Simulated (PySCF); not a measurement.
# C2H7BFN (SMILES CN(C)BF) at 6 levels

Wanted: a comparison of 6 runs (HF/STO-3G, HF/def2-TZVP, r2SCAN/STO-3G, SVWN5/6-31G, B3LYP/6-31G*, PBE0/def2-SVP) of C2H7BFN. The job is set up through a Python script.

The calculation is run with PySCF 2.14.0.

## Step 1: The structure to begin with

The species is C2H7BFN (12 atoms), meant as a singlet with charge 0. SMILES: `CN(C)BF`. Geometry: relaxed at PBE0-D4/def2-TZVP. This is one conformer, not always the lowest.

Bond lengths: C1–N2 1.441 Å, N2–C3 1.444 Å, N2–B4 1.390 Å, B4–F5 1.341 Å, C1–H6 1.096 Å, C1–H7 1.090 Å, C1–H8 1.096 Å, C3–H9 1.096 Å, C3–H10 1.096 Å, C3–H11 1.089 Å, B4–H12 1.197 Å. Some angles: C1–N2–C3 114.5°, C1–N2–B4 122.2°, C3–N2–B4 123.3°, N2–B4–F5 120.0°, N2–C1–H6 111.0°, N2–C1–H7 109.9°, N2–C1–H8 111.0°, N2–C3–H9 110.8°, N2–C3–H10 110.8°, N2–C3–H11 110.1°.

## Step 2: Energy and gradient at HF/STO-3G (run 1)

mol.xyz reads:

```xyz
12
C2H7BFN
C     -0.787800     1.088500     0.184400
N      0.149100     0.026500    -0.084200
C     -0.238800    -1.261200     0.441200
B      1.326200     0.239300    -0.793100
F      2.166700    -0.781300    -1.017900
H     -0.925400     1.228400     1.263000
H     -0.423000     2.022700    -0.241800
H     -1.769200     0.867000    -0.251000
H     -0.350500    -1.219700     1.530700
H     -1.198200    -1.581300     0.019100
H      0.515500    -2.007100     0.196700
H      1.612200     1.323100    -1.213100
```

run.py reads:

```python
import pyscf.grad
from pyscf import gto, scf

mol = gto.M(
    atom='mol.xyz',
    basis='sto-3g',
    verbose=3,
    max_memory=1860,
)

mf = scf.RHF(mol)
mf.conv_tol = 1e-10
mf.kernel()
if not mf.converged:
    mf = mf.newton().run(mf.mo_coeff, mf.mo_occ)

e_final = mf.e_tot
print(f'total energy: {e_final:.8f} hartree')
grad = mf.Gradients().kernel()
mf.analyze()
```

Started as:

```console
OMP_NUM_THREADS=1 python run.py
```

Log:

```text
converged SCF energy = -255.140278634103
total energy: -255.14027863 hartree
--------------- RHF gradients ---------------
         x                y                z
0 C     0.0204824990    -0.0194513982    -0.0068466458
1 N    -0.0221093552    -0.0069396342     0.0140591527
2 C     0.0103259465     0.0218143786    -0.0111051662
3 B    -0.0308834060     0.0059226231     0.0158467743
4 F     0.0181945678    -0.0203947950    -0.0052712956
5 H     0.0002344984    -0.0004392015     0.0030869480
6 H     0.0013217737     0.0016482058    -0.0011110308
7 H    -0.0022605542    -0.0015254856    -0.0014452137
8 H    -0.0003558457     0.0015043263     0.0028718105
9 H    -0.0028126109     0.0004392654    -0.0015018895
10 H     0.0001070014    -0.0007507859     0.0001234175
11 H     0.0077554853     0.0181725011    -0.0087068614
----------------------------------------------
**** MO energy ****
MO #1   energy= -25.9099709178329  occ= 2
MO #2   energy= -15.3343718489246  occ= 2
MO #3   energy= -11.0842865602587  occ= 2
MO #4   energy= -11.083971343436   occ= 2
MO #5   energy= -7.42797668424145  occ= 2
MO #6   energy= -1.47133766958033  occ= 2
MO #7   energy= -1.16529017500196  occ= 2
MO #8   energy= -0.925952320855531 occ= 2
MO #9   energy= -0.838451821310027 occ= 2
MO #10  energy= -0.657783233124078 occ= 2
MO #11  energy= -0.602166416078964 occ= 2
MO #12  energy= -0.598756182592842 occ= 2
MO #13  energy= -0.580858447414938 occ= 2
MO #14  energy= -0.522272239229259 occ= 2
MO #15  energy= -0.508289703980596 occ= 2
MO #16  energy= -0.491280578369928 occ= 2
MO #17  energy= -0.484770574590025 occ= 2
MO #18  energy= -0.474760994334692 occ= 2
MO #19  energy= -0.39769011648949  occ= 2
MO #20  energy= -0.309319889228609 occ= 2
MO #21  energy= 0.353791384303149  occ= 0
MO #22  energy= 0.601787870719385  occ= 0
MO #23  energy= 0.617148480073863  occ= 0
MO #24  energy= 0.643231135941347  occ= 0
MO #25  energy= 0.68823073450018   occ= 0
MO #26  energy= 0.701258784558739  occ= 0
MO #27  energy= 0.709359789901057  occ= 0
MO #28  energy= 0.720094443731666  occ= 0
MO #29  energy= 0.737967457626897  occ= 0
MO #30  energy= 0.753236419231789  occ= 0
MO #31  energy= 0.917571603232762  occ= 0
MO #32  energy= 0.956929136339601  occ= 0
 ** Mulliken atomic charges  **
charge of    0C =     -0.01751
charge of    1N =     -0.16889
charge of    2C =     -0.02132
charge of    3B =      0.18841
charge of    4F =     -0.11947
charge of    5H =      0.03100
charge of    6H =      0.04595
charge of    7H =      0.03099
charge of    8H =      0.03195
charge of    9H =      0.03198
charge of   10H =      0.04788
charge of   11H =     -0.08098
Dipole moment(X, Y, Z, Debye): -1.48256,  0.11034,  0.80157
```

Run time: 2 s. Hardware: 1 thread of Intel Xeon at 2.70GHz, shared host; peak memory 0.12 GiB.

## Step 3: Energy and gradient at HF/def2-TZVP (run 2)

input.xyz reads:

```xyz
12
C2H7BFN
C     -0.787800     1.088500     0.184400
N      0.149100     0.026500    -0.084200
C     -0.238800    -1.261200     0.441200
B      1.326200     0.239300    -0.793100
F      2.166700    -0.781300    -1.017900
H     -0.925400     1.228400     1.263000
H     -0.423000     2.022700    -0.241800
H     -1.769200     0.867000    -0.251000
H     -0.350500    -1.219700     1.530700
H     -1.198200    -1.581300     0.019100
H      0.515500    -2.007100     0.196700
H      1.612200     1.323100    -1.213100
```

job.py reads:

```python
from pyscf import gto, scf

system = gto.M(
    atom='input.xyz',
    verbose=4,
    max_memory=1860,
    basis='def2-tzvp',
    charge=0,
    spin=0,
)

mf = scf.RHF(system)
mf.conv_tol = 1e-10
mf.kernel()
if not mf.converged:
    mf = mf.newton().run(mf.mo_coeff, mf.mo_occ)

e_final = mf.e_tot
print('E(%s) = %.9f' % ('HF', e_final))
grad = mf.nuc_grad_method().kernel()
mf.analyze()
```

Started as:

```console
OMP_NUM_THREADS=1 python job.py
```

Log:

```text
PySCF version 2.14.0

[... 94 lines left out ...]
MO #5   energy= -7.63269159315255  occ= 2
[... 23 lines left out ...]
MO #29  energy= 0.253749768931706  occ= 0
[... 23 lines left out ...]
MO #53  energy= 0.719135105583623  occ= 0
[... 23 lines left out ...]
MO #77  energy= 1.43540908735964   occ= 0
[... 23 lines left out ...]
MO #101 energy= 2.20754577992116   occ= 0
[... 23 lines left out ...]
MO #125 energy= 2.90879953483758   occ= 0
[... 23 lines left out ...]
MO #149 energy= 3.8409376764119    occ= 0
[... 23 lines left out ...]
MO #173 energy= 5.48522394581113   occ= 0
[... 23 lines left out ...]
MO #197 energy= 58.9495787833221   occ= 0
[... 212 lines left out ...]
Dipole moment(X, Y, Z, Debye): -2.01341,  0.55363,  0.99176
```

Run time: 96 s. Hardware: 1 thread of Intel Xeon at 2.70GHz, shared host; peak memory 1.5 GiB.

Runs 3 to 5 aren't shown in full; the table further down has their settings and results.

## Step 4: Energy and forces at PBE0/def2-SVP (run 6)

calc.py reads:

```python
from pyscf import gto, dft

mol = gto.Mole()
mol.atom = '''
C       -0.787800       1.088500       0.184400
N        0.149100       0.026500      -0.084200
C       -0.238800      -1.261200       0.441200
B        1.326200       0.239300      -0.793100
F        2.166700      -0.781300      -1.017900
H       -0.925400       1.228400       1.263000
H       -0.423000       2.022700      -0.241800
H       -1.769200       0.867000      -0.251000
H       -0.350500      -1.219700       1.530700
H       -1.198200      -1.581300       0.019100
H        0.515500      -2.007100       0.196700
H        1.612200       1.323100      -1.213100
'''
mol.basis = 'def2-svp'
mol.verbose = 4
mol.max_memory = 1860
mol.build()

myscf = dft.RKS(mol)
myscf.xc = 'pbe0'
myscf.grids.level = 5
myscf.conv_tol = 1e-10
myscf.kernel()
if not myscf.converged:
    myscf = myscf.newton().run(myscf.mo_coeff, myscf.mo_occ)

etot = myscf.e_tot
print(f'total energy: {etot:.8f} hartree')
grad = myscf.nuc_grad_method().kernel()
dip = myscf.dip_moment()
pop, q = myscf.mulliken_pop()
```

Started as:

```console
OMP_NUM_THREADS=1 python calc.py
```

Log:

```text
PySCF version 2.14.0

[... 79 lines left out ...]
converged SCF energy = -259.473994954828
total energy: -259.47399495 hartree
[... 12 lines left out ...]
Dipole moment(X, Y, Z, Debye): -2.11779,  0.29019,  1.11337
[... 118 lines left out ...]
charge of   11H =     -0.09181
```

It took 45 s on 1 thread of Intel Xeon at 2.70GHz, shared host; peak memory 1.1 GiB.

## Step 5: All runs side by side

| run | level | integration grid | Cartesian functions | energy (Eh) | dipole moment (D) | HOMO energy (eV) | LUMO energy (eV) | wall time |
| --- | --- | --- | --- | --- | --- | --- | --- | --- |
| 1 | HF/STO-3G | – | no | -255.140279 | 1.69 | -8.42 | 9.63 | 2 s |
| 2 | HF/def2-TZVP | – | no | -258.581388 | 2.31 | -10.49 | 3.41 | 96 s |
| 3 | r2SCAN/STO-3G | 5 | no | -256.430810 | 1.73 | -3.48 | 4.13 | 22 s |
| 4 | SVWN5/6-31G | 5 | no | -257.765083 | 2.70 | -5.86 | 0.24 | 14 s |
| 5 | B3LYP/6-31G* (Cartesian functions) | 5 | yes | -259.964674 | 2.22 | -6.80 | 1.37 | 39 s |
| 6 | PBE0/def2-SVP | 5 | no | -259.473995 | 2.41 | -7.24 | 1.18 | 45 s |

## Step 6: Summary of results

| quantity | value |
| --- | --- |
| run 6: total energy | -259.47399 Eh |
| run 6: dipole moment | 2.41 D |
| run 6: HOMO energy | -7.24 eV |
| run 6: LUMO energy | 1.18 eV |
| run 6: HOMO–LUMO gap | 8.42 eV |
| run 6: largest force on an atom | 0.338 eV/Å |

What this shows: The dipole moment (its size) runs from 1.69 D (HF/STO-3G) to 2.70 D (SVWN5/6-31G). The two ends differ in method and basis. The HOMO–LUMO gap runs from 6.10 eV (SVWN5/6-31G) to 18.04 eV (HF/STO-3G). Totals of different functionals can't be ranked against each other. In runs 1, 3 the basis is minimal, so the values are rough. All runs together took 3.7 min, the longest 96 s.
